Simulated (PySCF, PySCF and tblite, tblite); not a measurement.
**C₆H₇NO₂: a path driven as a shift of bonds, and NMR exchange**

How fast is a shift of bonds in C₆H₇NO₂ (`Cc1cc[nH]c1C(=O)O`), and when do the exchanging lines merge?

Computed with tblite 0.8.0 (tight binding) and PySCF 2.14.0 (DFT, with response routines of our own); each step states its level. Atoms count from 0 throughout.

## (1) The molecule as given

16 atoms, charge 0, multiplicity 1; geometry from: force field or distance geometry start.

Bonds of the start (Å): C0–C1 1.50, C0–H10 1.09, C0–H11 1.09, C0–H9 1.11, C1–C2 1.41, C1–C5 1.39, C2–C3 1.38, C2–H12 1.10, C3–H13 1.07, C3–N4 1.37, C5–C6 1.44, C6–O7 1.22, C6–O8 1.35, N4–C5 1.38, N4–H14 1.02, O8–H15 0.97.

## (2) GFN2-xTB relaxation, start minimum

What the job is given:

```
{"job": {"xc": "GFN2-xTB", "basis": "xTB", "kind": "relax"}, "charge": 0, "multiplicity": 1}
C     -0.917800    -1.592500     0.689200
C     -0.670100    -0.195900     0.213300
C     -1.624900     0.839800     0.168200
C     -1.013000     1.977000    -0.325200
N      0.294100     1.650300    -0.546000
C      0.533900     0.331400    -0.235900
C      1.851900    -0.229300    -0.403500
O      2.849700     0.351300    -0.812000
O      1.916800    -1.532200    -0.039300
H     -1.976600    -1.715700     0.993300
H     -0.722200    -2.311800    -0.109300
H     -0.305100    -1.832500     1.557700
H     -2.682600     0.775500     0.457000
H     -1.383000     2.964800    -0.513000
H      0.997900     2.291700    -0.911000
H      2.843500    -1.763000    -0.194900
```

The run is started by

```
OMP_NUM_THREADS=1 python ens_run.py task.json out
```

The driver reads the study from task.json and runs its stages one after another.

What it wrote:

```text
step      E/eV     max force
  0    -747.90657    1.331
  1    -747.95677    0.916
  2    -747.97307    0.511
  3    -747.98498    0.359
  4    -747.99154    0.318
  5    -747.99637    0.237
  6    -748.00044    0.122
  7    -748.00160    0.081
  8    -748.00219    0.080
  9    -748.00271    0.066
 10    -748.00317    0.052
 11    -748.00338    0.034
 12    -748.00349    0.028
 13    -748.00359    0.029
 14    -748.00367    0.027
 15    -748.00374    0.024
 16    -748.00382    0.024
 17    -748.00391    0.027
 18    -748.00399    0.023
 19    -748.00403    0.015
 20    -748.00406    0.014
 21    -748.00409    0.015
 22    -748.00411    0.012
 23    -748.00413    0.008
 24    -748.00414    0.007
 25    -748.00414    0.009
 26    -748.00415    0.006
 27    -748.00415    0.005
 28    -748.00416    0.004
 29    -748.00416    0.005
 30    -748.00416    0.007
 31    -748.00417    0.006
 32    -748.00417    0.006
 33    -748.00418    0.006
 34    -748.00419    0.006
 35    -748.00419    0.006
 36    -748.00419    0.004
 37    -748.00420    0.002
```

It took 0.2 s on 1 thread of Arm Neoverse V1, shared host.

The energy fell by 0.098 eV, and the atoms moved 0.03 Å (root mean square).

## (3) Relaxed scan, to the middle

What the job is given:

```
{"job": {"xc": "GFN2-xTB", "basis": "xTB", "coordinate": [["d", [15, 8], 1], ["d", [15, 7], -1]], "kind": "drive"}, "charge": 0, "multiplicity": 1}
C     -0.937258    -1.587713     0.692362
C     -0.691186    -0.197036     0.229336
C     -1.629307     0.843697     0.163544
C     -0.988445     1.962481    -0.320295
N      0.297012     1.647879    -0.551541
C      0.512825     0.334155    -0.225802
C      1.835323    -0.220595    -0.396590
O      2.782744     0.412323    -0.817053
O      1.942681    -1.516476    -0.048048
H     -1.975825    -1.708430     0.989056
H     -0.707238    -2.297802    -0.100073
H     -0.294061    -1.825675     1.537759
H     -2.662585     0.778279     0.441920
H     -1.374591     2.945275    -0.508153
H      1.026199     2.246349    -0.906028
H      2.856114    -1.807768    -0.191806
```

What it wrote:

```text
point  coordinate     E/eV
  0     -1.191     -747.97547
  1     -1.042     -747.88994
  2     -0.895     -747.74777
  3     -0.744     -747.54895
  4     -0.588     -747.29633
  5     -0.417     -747.00372
  6     -0.222     -746.72815
  7     -0.001     -746.60226
```

Wall time 0.77 s (1 thread of Arm Neoverse V1, shared host).

The highest point is number 7, 31.7 kcal/mol above the first.

## (4) Relaxed scan, from the middle, back

What the job is given:

```
{"job": {"xc": "GFN2-xTB", "basis": "xTB", "coordinate": [["d", [15, 8], 1], ["d", [15, 7], -1]], "kind": "drive"}, "charge": 0, "multiplicity": 1}
C     -1.025775    -1.600768     0.712809
C     -0.753783    -0.216788     0.247537
C     -1.643607     0.862641     0.160497
C     -0.946136     1.948205    -0.325899
N      0.328254     1.580105    -0.538290
C      0.478874     0.260137    -0.196898
C      1.737566    -0.390988    -0.321759
O      2.801988     0.177124    -0.750556
O      1.995704    -1.606181    -0.035688
H     -2.064124    -1.713265     1.011817
H     -0.797239    -2.314514    -0.077695
H     -0.380912    -1.845337     1.555575
H     -2.682545     0.849110     0.425296
H     -1.286532     2.945840    -0.526064
H      1.084276     2.147816    -0.886982
H      3.132018    -1.077436    -0.468964
```

What it wrote:

```text
point  coordinate     E/eV
  0     -0.208     -746.71447
  1     -0.394     -746.96521
  2     -0.555     -747.23790
  3     -0.704     -747.48789
  4     -0.845     -747.68737
  5     -0.984     -747.84129
  6     -1.122     -747.94297
  7     -1.260     -747.99475
```

It took 0.72 s on 1 thread of Arm Neoverse V1, shared host.

## (5) Relaxed scan, from the middle, on

job is that of step 4.

What it wrote:

```text
point  coordinate     E/eV
  0      0.204     -746.70392
  1      0.390     -746.94927
  2      0.554     -747.22664
  3      0.702     -747.47220
  4      0.844     -747.67737
  5      0.983     -747.82972
  6      1.121     -747.93327
  7      1.259     -747.98523
```

It took 0.74 s on 1 thread of Arm Neoverse V1, shared host.

## (6) Nudged elastic band, leg 1

What the job is given:

```
{"job": {"xc": "GFN2-xTB", "basis": "xTB", "kind": "neb"}, "charge": 0, "multiplicity": 1}
C     -0.940977    -1.590409     0.683835
C     -0.693633    -0.198217     0.225914
C     -1.632306     0.842069     0.160532
C     -0.991087     1.962737    -0.318544
N      0.295241     1.649698    -0.547153
C      0.511178     0.335198    -0.224558
C      1.834672    -0.217760    -0.393520
O      2.782276     0.416907    -0.810943
O      1.942606    -1.514058    -0.046810
H     -1.978030    -1.708701     0.986673
H     -0.719087    -2.297529    -0.113588
H     -0.292883    -1.835128     1.523427
H     -2.666368     0.775151     0.435717
H     -1.377156     2.945982    -0.504463
H      1.024997     2.249687    -0.897993
H      2.856608    -1.804226    -0.189050
```

What it wrote:

```text
image   E - E0 / eV
  0       0.0000
  1       0.1025
  2       1.4015
  3       0.0892
  4       0.0090
  5       0.0034
  6       0.0005
```

It took 4 s on 1 thread of Arm Neoverse V1, shared host.

The highest point is number 2, 32.3 kcal/mol above the first.

## (7) Saddle search, leg 1

What the job is given:

```
{"job": {"xc": "GFN2-xTB", "basis": "xTB", "kind": "saddle"}, "charge": 0, "multiplicity": 1}
C     -1.031082    -1.599519     0.712104
C     -0.745042    -0.219084     0.246748
C     -1.637151     0.857343     0.159454
C     -0.942945     1.945501    -0.323109
N      0.333049     1.582018    -0.534473
C      0.487042     0.260925    -0.195003
C      1.744731    -0.392429    -0.318979
O      2.809888     0.178176    -0.743689
O      2.002805    -1.607941    -0.036817
H     -2.072761    -1.695142     1.005696
H     -0.812989    -2.316816    -0.077634
H     -0.394059    -1.852317     1.558242
H     -2.675786     0.835844     0.422245
H     -1.289768     2.940821    -0.522085
H      1.082525     2.158098    -0.883857
H      3.141545    -1.075477    -0.468843
```

What it wrote:

```text
step      E/eV     max force
  0    -746.60274   0.0282
  1    -746.60305   0.0020
  2    -746.48404   1.5254
  3    -746.60107   0.3658
  4    -746.60596   0.0685
  5    -746.60624   0.0130
  6    -746.60705   0.1592
  7    -746.60695   0.0313
  8    -746.60654   0.0082
  9    -746.60696   0.0146
 10    -746.60739   0.0179
 11    -746.60782   0.0179
 12    -746.60827   0.0179
 13    -746.60873   0.0117
 14    -746.60934   0.0274
 15    -746.60996   0.0327
 16    -746.61059   0.0346
 17    -746.61121   0.0342
 18    -746.61185   0.0201
 19    -746.61256   0.0520
 20    -746.61219   0.0095
 21    -746.61263   0.0175
 22    -746.61305   0.0212
 23    -746.61348   0.0125
 24    -746.61398   0.0324
 25    -746.61370   0.0068
 26    -746.61400   0.0112
 27    -746.61428   0.0131
 28    -746.61456   0.0081
 29    -746.61489   0.0202
 30    -746.61520   0.0252
 31    -746.61549   0.0261
 32    -746.61574   0.0261
 33    -746.61597   0.0150
 34    -746.61615   0.0397
 35    -746.61608   0.0052
 36    -746.61620   0.0131
 37    -746.61630   0.0153
 38    -746.61639   0.0092
 39    -746.61644   0.0249
 40    -746.61643   0.0033
lowest wavenumbers (cm-1): -1757.9 69.6 93.2 147.8 152.8 267.0
```

Run time: 8.5 s. Hardware: 1 thread of Arm Neoverse V1, shared host.

Point group Cs; 1 imaginary mode, 1758i cm⁻¹, carried by H15. Steps downhill from it reached both ends.

## (8) DFT refinement, start: PBE0-D3(BJ)/def2-SVP

What the job is given:

```
{"job": {"xc": "PBE0", "basis": "def2-SVP", "kind": "refine"}, "charge": 0, "multiplicity": 1}
C     -0.937258    -1.587713     0.692362
C     -0.691186    -0.197036     0.229336
C     -1.629307     0.843697     0.163544
C     -0.988445     1.962481    -0.320295
N      0.297012     1.647879    -0.551541
C      0.512825     0.334155    -0.225802
C      1.835323    -0.220595    -0.396590
O      2.782744     0.412323    -0.817053
O      1.942681    -1.516476    -0.048048
H     -1.975825    -1.708430     0.989056
H     -0.707238    -2.297802    -0.100073
H     -0.294061    -1.825675     1.537759
H     -2.662585     0.778279     0.441920
H     -1.374591     2.945275    -0.508153
H      1.026199     2.246349    -0.906028
H      2.856114    -1.807768    -0.191806
```

What it wrote:

```text
step      E/eV     max force
  0    -11899.10855   0.7737
  1    -11899.15041   0.1896
  2    -11899.15125   0.0378
  3    -11899.15127   0.0054
```

Run time: 70 s. Hardware: 1 thread of Arm Neoverse V1, shared host; peak memory 0.64 GiB.

Gain 0.043 eV; displacement 0.03 Å root mean square.

**DFT refinement, saddle of leg 1: PBE0-D3(BJ)/def2-SVP**

What the job is given:

```
{"job": {"xc": "PBE0", "basis": "def2-SVP", "kind": "refine"}, "charge": 0, "multiplicity": 1}
C     -1.033407    -1.593509     0.758192
C     -0.735101    -0.218032     0.282703
C     -1.613661     0.874659     0.237657
C     -0.922073     1.952775    -0.268175
N      0.337599     1.569024    -0.533792
C      0.484811     0.243532    -0.207378
C      1.735993    -0.409133    -0.398157
O      2.775951     0.171044    -0.868919
O      2.015143    -1.626636    -0.143726
H     -1.871704    -2.012334     0.203099
H     -0.163449    -2.230753     0.627982
H     -1.306439    -1.576917     1.812852
H     -2.641127     0.870155     0.542718
H     -1.257149     2.955499    -0.449204
H      1.083494     2.130653    -0.912179
H      3.127087    -1.083999    -0.625507
```

What it wrote:

```text
step      E/eV     max force
  0    -11897.70793   1.1723
  1    -11897.75102   0.8820
  2    -11897.76697   0.2389
  3    -11897.77077   0.0589
  4    -11897.77141   0.0142
```

Wall time 93 s (1 thread of Arm Neoverse V1, shared host); peak memory 0.64 GiB.

The energy fell by 0.063 eV, and the atoms moved 0.02 Å (root mean square).

## (9) DFT refinement, end: PBE0-D3(BJ)/def2-SVP

What the job is given:

```
{"job": {"xc": "PBE0", "basis": "def2-SVP", "kind": "refine"}, "charge": 0, "multiplicity": 1}
C     -1.158268    -1.630495     0.707100
C     -0.783374    -0.273340     0.230500
C     -1.638885     0.829995     0.078360
C     -0.887466     1.884170    -0.386181
N      0.386514     1.474511    -0.523681
C      0.483806     0.157003    -0.153841
C      1.741902    -0.548413    -0.195248
O      2.757142     0.246028    -0.631807
O      1.937485    -1.702373     0.108046
H     -1.591518    -1.573636     1.704908
H     -1.902878    -2.070473     0.044693
H     -0.282264    -2.270891     0.733345
H     -2.690044     0.845909     0.287749
H     -1.185735     2.887296    -0.621607
H      1.169076     2.020241    -0.844379
H      3.575735    -0.271541    -0.640347
```

What it wrote:

```text
step      E/eV     max force
  0    -11899.07732   0.8694
  1    -11899.11516   0.2192
  2    -11899.11595   0.0406
  3    -11899.11597   0.0073
```

Wall time 70 s (1 thread of Arm Neoverse V1, shared host); peak memory 0.64 GiB.

Gain 0.039 eV; displacement 0.02 Å root mean square.

## (10) Shieldings, start: PBE0/pcSseg-1

What the job is given:

```
{"job": {"kind": "nmr", "xc": "PBE0", "basis": "pcSseg-1", "pop": false}, "charge": 0, "multiplicity": 1}
C     -0.952788    -1.600981     0.700439
C     -0.694744    -0.207291     0.233060
C     -1.635137     0.848448     0.163133
C     -0.982030     1.971628    -0.325003
N      0.306158     1.638697    -0.551092
C      0.514060     0.324058    -0.223067
C      1.849494    -0.215745    -0.400578
O      2.786846     0.429646    -0.819805
O      1.958933    -1.507737    -0.056177
H     -2.002628    -1.719655     1.001561
H     -0.733703    -2.336864    -0.087811
H     -0.314994    -1.862440     1.558109
H     -2.685666     0.791861     0.442484
H     -1.354853     2.974542    -0.521664
H      1.049551     2.227028    -0.906937
H      2.883904    -1.746251    -0.218063
```

What it wrote:

```text
coarse grid: 14096 points
cycle   1  E = -437.2977115892  dE =  1.818e+00  |g| = 9.440e-01  |ddm| = 3.940e+00
cycle   2  E = -436.9798063111  dE =  3.179e-01  |g| = 1.612e+00  |ddm| = 2.209e+00
cycle   3  E = -437.4544793099  dE = -4.747e-01  |g| = 2.819e-01  |ddm| = 1.620e+00
cycle   4  E = -437.4689960905  dE = -1.452e-02  |g| = 8.103e-02  |ddm| = 2.706e-01
cycle   5  E = -437.4699557428  dE = -9.597e-04  |g| = 2.985e-02  |ddm| = 6.816e-02
cycle   6  E = -437.4701428930  dE = -1.872e-04  |g| = 8.668e-03  |ddm| = 3.065e-02
cycle   7  E = -437.4701589269  dE = -1.603e-05  |g| = 2.827e-03  |ddm| = 9.420e-03
cycle   8  E = -437.4701606885  dE = -1.762e-06  |g| = 4.908e-04  |ddm| = 2.468e-03
final grid: 138264 points
cycle   9  E = -437.5406519732  dE = -3.045e-05  |g| = 1.239e-02  |ddm| = 4.510e-02
cycle  10  E = -437.5406095508  dE =  4.242e-05  |g| = 1.944e-02  |ddm| = 2.755e-02
cycle  11  E = -437.5406819585  dE = -7.241e-05  |g| = 2.827e-03  |ddm| = 1.809e-02
cycle  12  E = -437.5406834353  dE = -1.477e-06  |g| = 4.262e-04  |ddm| = 2.169e-03
cycle  13  E = -437.5406834646  dE = -2.932e-08  |g| = 1.577e-04  |ddm| = 3.816e-04
cycle  14  E = -437.5406834697  dE = -5.063e-09  |g| = 3.123e-05  |ddm| = 1.502e-04
cycle  15  E = -437.5406834699  dE = -1.636e-10  |g| = 1.911e-05  |ddm| = 4.775e-05
converged SCF energy = -437.5406834699

GIAO shielding tensors (ppm)
atom      isotropic    diamagn.    paramagn.     s11        s22        s33       span
  0 C      168.674     243.632     -74.958    159.407    163.068    183.548     24.140
  1 C       51.314     260.371    -209.058    -14.927      9.607    159.260    174.187
  2 C       66.219     252.063    -185.845     -6.910     63.255    142.312    149.222
  3 C       59.664     251.887    -192.223    -14.380     49.825    143.546    157.926
  4 N       86.656     329.023    -242.367     -8.717     92.320    176.366    185.083
  5 C       63.086     252.232    -189.146     10.212     53.816    125.229    115.017
  6 C       20.327     247.508    -227.181    -72.499     57.073     76.407    148.906
  7 O      -40.464     402.488    -442.952   -222.774   -164.475    265.858    488.632
  8 O      135.932     391.316    -255.384      9.789    151.622    246.383    236.594
  9 H       29.191      28.019       1.172     23.814     28.566     35.193     11.379
 10 H       28.664      28.039       0.625     23.895     27.537     34.559     10.665
 11 H       28.659      28.051       0.608     23.875     27.565     34.539     10.664
 12 H       25.067      31.695      -6.629     22.351     25.924     26.925      4.573
 13 H       24.541      28.958      -4.417     21.312     25.115     27.196      5.884
 14 H       22.885      32.665      -9.780     16.190     24.263     28.202     12.013
 15 H       25.693      29.577      -3.884     21.623     21.659     33.796     12.174
```

Run time: 25 s. Hardware: 1 thread of Arm Neoverse V1, shared host; peak memory 0.87 GiB.

This run: HOMO -6.57 eV, LUMO -0.77 eV; dipole 1.12 D.

## (11) Shieldings, saddle of leg 1: PBE0/pcSseg-1

What the job is given:

```
{"job": {"kind": "nmr", "xc": "PBE0", "basis": "pcSseg-1", "pop": false}, "charge": 0, "multiplicity": 1}
C     -1.039108    -1.604840     0.762684
C     -0.734525    -0.225958     0.284767
C     -1.617038     0.878956     0.237818
C     -0.916078     1.962247    -0.272236
N      0.346070     1.564926    -0.535228
C      0.488415     0.236903    -0.206730
C      1.752847    -0.410263    -0.402883
O      2.781696     0.182943    -0.876305
O      2.039911    -1.624257    -0.149067
H     -1.887176    -2.033899     0.207357
H     -0.170623    -2.263382     0.639190
H     -1.319614    -1.596736     1.827400
H     -2.660997     0.884983     0.544990
H     -1.241413     2.983191    -0.461145
H      1.099663     2.123087    -0.915310
H      3.093940    -1.041874    -0.627136
```

What it wrote:

```text
coarse grid: 14096 points
cycle   1  E = -437.2500111110  dE =  1.890e+00  |g| = 9.329e-01  |ddm| = 3.975e+00
cycle   2  E = -437.0182095031  dE =  2.318e-01  |g| = 1.471e+00  |ddm| = 1.795e+00
cycle   3  E = -437.4128685012  dE = -3.947e-01  |g| = 1.496e-01  |ddm| = 1.192e+00
cycle   4  E = -437.4167895322  dE = -3.921e-03  |g| = 7.689e-02  |ddm| = 1.885e-01
cycle   5  E = -437.4177857594  dE = -9.962e-04  |g| = 3.374e-02  |ddm| = 7.444e-02
cycle   6  E = -437.4179983652  dE = -2.126e-04  |g| = 8.081e-03  |ddm| = 2.888e-02
cycle   7  E = -437.4180103716  dE = -1.201e-05  |g| = 2.787e-03  |ddm| = 8.058e-03
cycle   8  E = -437.4180121043  dE = -1.733e-06  |g| = 5.411e-04  |ddm| = 2.600e-03
final grid: 138264 points
cycle   9  E = -437.4904536157  dE = -2.921e-05  |g| = 1.236e-02  |ddm| = 4.517e-02
cycle  10  E = -437.4904159829  dE =  3.763e-05  |g| = 1.870e-02  |ddm| = 2.525e-02
cycle  11  E = -437.4904841421  dE = -6.816e-05  |g| = 1.204e-03  |ddm| = 1.545e-02
cycle  12  E = -437.4904844222  dE = -2.801e-07  |g| = 2.911e-04  |ddm| = 9.394e-04
cycle  13  E = -437.4904844316  dE = -9.386e-09  |g| = 2.236e-04  |ddm| = 4.005e-04
cycle  14  E = -437.4904844408  dE = -9.239e-09  |g| = 5.051e-05  |ddm| = 1.736e-04
cycle  15  E = -437.4904844412  dE = -4.452e-10  |g| = 1.872e-05  |ddm| = 5.277e-05
converged SCF energy = -437.4904844412

GIAO shielding tensors (ppm)
atom      isotropic    diamagn.    paramagn.     s11        s22        s33       span
  0 C      171.729     244.889     -73.160    157.693    170.751    186.742     29.049
  1 C       44.332     261.279    -216.947    -26.381      2.287    157.090    183.471
  2 C       65.900     251.984    -186.083     -8.389     56.518    149.573    157.962
  3 C       56.744     251.396    -194.652    -18.613     46.425    142.420    161.033
  4 N       89.504     328.732    -239.228      1.857     95.423    171.232    169.375
  5 C       68.208     250.339    -182.131     12.731     63.234    128.661    115.930
  6 C        5.900     242.387    -236.488    -48.450    -31.873     98.022    146.472
  7 O      -20.421     401.169    -421.590   -123.378    -20.353     82.469    205.847
  8 O      -14.788     398.305    -413.093   -134.008      9.852     79.793    213.801
  9 H       29.035      27.599       1.435     24.354     27.088     35.662     11.309
 10 H       27.972      29.089      -1.117     21.376     28.860     33.679     12.303
 11 H       29.025      27.552       1.473     24.533     26.829     35.712     11.179
 12 H       24.902      31.592      -6.690     22.149     25.633     26.924      4.775
 13 H       24.417      28.839      -4.422     21.238     25.000     27.014      5.777
 14 H       23.173      32.390      -9.217     16.588     24.293     28.636     12.048
 15 H       10.822      25.365     -14.544     -4.187     12.022     24.629     28.816
```

Run time: 25 s. Hardware: 1 thread of Arm Neoverse V1, shared host; peak memory 0.87 GiB.

In short: HOMO -6.96 eV, LUMO -1.11 eV; dipole 3.01 D.

(Part 1 of 2 ends here.)
